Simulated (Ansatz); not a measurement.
**C₂H₆ClNOSi: one species, many methods**

Aim: compute C₂H₆ClNOSi with functionals from several rungs and with coupled cluster. The yardstick is the atomisation energy at the CCSD(T) limit.

Method: functionals in def2-TZVPP, the program's frozen cores in correlated methods; program: Ansatz 0.2.0, Gaussian basis.

The runs, in order: PBE-D4, r2SCAN-D4, PBE0-D4, B3LYP-D4, ωB97X-V, ωB97M-V, B2PLYP; CCSD(T)/def2-TZVPP; MP2/def2-QZVPP; extrapolation to the limit.

### 1 The relaxed structure

The geometry comes from an earlier relaxation with PBE0-D4 in a triple-zeta def2 set; it is a stationary point, not always the lowest conformer.

SMILES `N=C(O)C[SiH2]Cl`, 12 atoms, charge 0, spin multiplicity 1.

Atoms are counted from 1 here; the program's logs count them from 0.

Bond lengths: N1–C2 1.263 Å, N1–H7 1.014 Å, C2–O3 1.348 Å, C2–C4 1.492 Å, O3–H8 0.967 Å, C4–Si5 1.882 Å, C4–H9 1.091 Å, C4–H10 1.094 Å, Si5–Cl6 2.059 Å, Si5–H11 1.478 Å, Si5–H12 1.481 Å. Angles: C2–N1–H7 111.7°, N1–C2–O3 119.4°, N1–C2–C4 129.4°, O3–C2–C4 111.1°, C2–O3–H8 106.2°, C2–C4–Si5 111.7°, C2–C4–H9 110.6°, C2–C4–H10 109.9°, Si5–C4–H9 108.9°, Si5–C4–H10 107.3°, H9–C4–H10 108.4°, C4–Si5–Cl6 107.7°, C4–Si5–H11 111.9°, C4–Si5–H12 110.4°, Cl6–Si5–H11 107.8°, Cl6–Si5–H12 108.0°, H11–Si5–H12 111.0°.

### 2 PBE-D4 (GGA)

in.yaml

```yaml
crystal:
  periodic: [false, false, false]
  atoms:
    - {symbol: N, position_ang: [-0.344536, -2.071759, 0.767620]}
    - {symbol: C, position_ang: [0.291181, -0.999551, 0.566725]}
    - {symbol: O, position_ang: [1.591215, -1.056228, 0.214102]}
    - {symbol: C, position_ang: [-0.190654, 0.411358, 0.617558]}
    - {symbol: Si, position_ang: [-0.173496, 1.215199, -1.083503]}
    - {symbol: Cl, position_ang: [-1.183069, 3.003334, -0.939371]}
    - {symbol: H, position_ang: [-1.309248, -1.894093, 1.024006]}
    - {symbol: H, position_ang: [1.822110, -1.995180, 0.187129]}
    - {symbol: H, position_ang: [-1.203662, 0.456098, 1.019347]}
    - {symbol: H, position_ang: [0.463326, 1.004466, 1.263869]}
    - {symbol: H, position_ang: [1.201500, 1.507490, -1.540635]}
    - {symbol: H, position_ang: [-0.887769, 0.363867, -2.062845]}
basis:
  gaussian: {orbitals: def2-TZVPP}
hamiltonian: {xc: pbe, dispersion: d4}
output: {forces: true, orbitals: {seedname: orbitals}}
```

Command:

```console
$ ansatz run in.yaml --threads 2 --pin off --events-out ev --progress --plain --max-ram 22528MiB --backend cuda --devices 0, --max-vram 18GiB
```

After this run come: r2SCAN-D4 (meta-GGA); PBE0-D4 (hybrid); B3LYP-D4 (hybrid); ωB97X-V (range-separated); ωB97M-V (range-separated); B2PLYP (double hybrid); CCSD(T) in def2-TZVPP; MP2 in def2-QZVPP.

**Question.** What will the summary of the whole plan be? Wanted: atomisation energy, CCSD(T)/CBS; farthest; mean size of error, hybrid; mean size of error, range-separated; gap, smallest and largest; T1 diagnostic; triples share of the correlation energy.

As calculated:

| quantity | value |
| --- | --- |
| atomisation energy, CCSD(T)/CBS | 46.967 eV |
| functionals within 0.235 eV (0.5 %) | r2SCAN-D4, PBE0-D4, B3LYP-D4 |
| farthest | PBE-D4 (+1.225 eV) |
| mean size of error, hybrid | 0.104 eV |
| mean size of error, range-separated | 0.254 eV |
| gap, smallest and largest | 5.54 eV (PBE-D4), 12.52 eV (ωB97X-V) |
| T1 diagnostic | 0.0121 |
| triples share of the correlation energy | 4.1 % |

In words: PBE-D4 misses by +1.225 eV. Double hybrids carry the basis error of their MP2 part in triple zeta, and no dispersion term here, so their miss is partly the set-up's. Misses under about 0.235 eV are within the doubt on the reference itself, which lacks core-valence correlation, relativity and higher excitations. Hartree-Fock recovers 70 % of the binding; the rest is correlation. The gap grows from 5.5 to 12.5 eV across the functionals, mostly with the share of exact exchange.
